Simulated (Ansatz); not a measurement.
Working through a ladder of methods at one geometry of C2H6NSSb, SMILES C=NC[S][SbH2]

With Ansatz's Python interface.

Interactive session:
```pycon
>>> from pathlib import Path
>>> import ansatz as az
>>> import numpy as np
>>> system = (
...     az.Crystal.molecule()
...     .atom("C", (0.1036, 1.8302, 1.304))
...     .atom("N", (-0.4987, 0.829, 0.781))
...     .atom("C", (0.1462, -0.4425, 0.7306))
...     .atom("S", (-0.8211, -1.6674, -0.0532))
...     .atom("Sb", (-0.672, -0.7107, -2.3152))
...     .atom("H", (-0.4837, 2.8319, 1.3))
...     .atom("H", (1.0817, 1.8349, 1.7205))
...     .atom("H", (1.1727, -0.3434, 0.1756))
...     .atom("H", (0.4021, -0.7652, 1.822))
...     .atom("H", (0.9779, -1.2988, -2.4224))
...     .atom("H", (-1.3433, -2.1551, -3.0223))
... )
>>> model = (
...     system.calculation()
...     .basis(gaussian="def2-SVP")
...     .scf(lower_state_search="off")
... )
>>> print("functional    E (Ha)        dipole (D)   HOMO (eV)  LUMO (eV)")
functional    E (Ha)        dipole (D)   HOMO (eV)  LUMO (eV)
>>> for name in ["b3lyp", "hse06", "cam_b3lyp", "blyp", "revpbe", "hf"]:
...     data = model.functional(name).forces().orbitals().run(runs_dir="runs").report
...     lines = Path(data["orbitals_path"]).read_text().splitlines()
...     field_of = lambda key: [line.split("=")[1].strip() for line in lines if line.startswith(key)]
...     orbitals = [(27.211386 * float(e), s, float(n)) for e, s, n in zip(field_of("Ene="), field_of("Spin="), field_of("Occup="))]
...     homo = max(e for e, _, n in orbitals if n > 0.5)
...     lumo = min(e for e, _, n in orbitals if n < 0.5)
...     dipole = 4.803205 * np.linalg.norm(data["charge_distribution"]["dipole_moment_e_ang"])
...     print(f"{name:10s} {data['free_energy_ev'] / 27.211386246:14.6f} {dipole:9.3f} {homo:11.3f} {lumo:10.3f}")
...
b3lyp         -772.833291     2.475      -6.075     -1.253
hse06         -772.425576     2.596      -5.954     -1.462
cam_b3lyp     -772.652886     2.541      -7.578     -0.011
blyp          -772.617212     2.303      -4.942     -1.832
revpbe        -772.673892     2.433      -5.123     -1.936
hf            -770.172891     2.979      -8.927      2.109
```

Reading the output:
- These settings explore the input space; basis and method may be short of convergence.
- The geometry is a force-field or estimated start, not a minimum of this method, and the basis set is short of its limit. A lower total doesn't mark the better method: functionals have no common bound, and MP2 and coupled cluster aren't variational.
- def2 sets replace the cores of elements past krypton by effective core potentials.
- b3lyp holds the VWN-RPA fit, as in Gaussian; the form of ORCA and Turbomole is b3lyp5.
- Levels such as HOMO and LUMO are orbital energies: with these approximate functionals they aren't the ionisation energy and electron affinity, and their gap isn't the fundamental gap.
- hse06 follows the composition of plane-wave codes, whose totals differ by tens of mHa, up to about 0.1 Ha, from the form usual in Gaussian-basis programs (wpbeh).
- The whole script took 29 s on 1 thread of Arm Neoverse V1, on a shared host, peak memory 0.33 GiB.
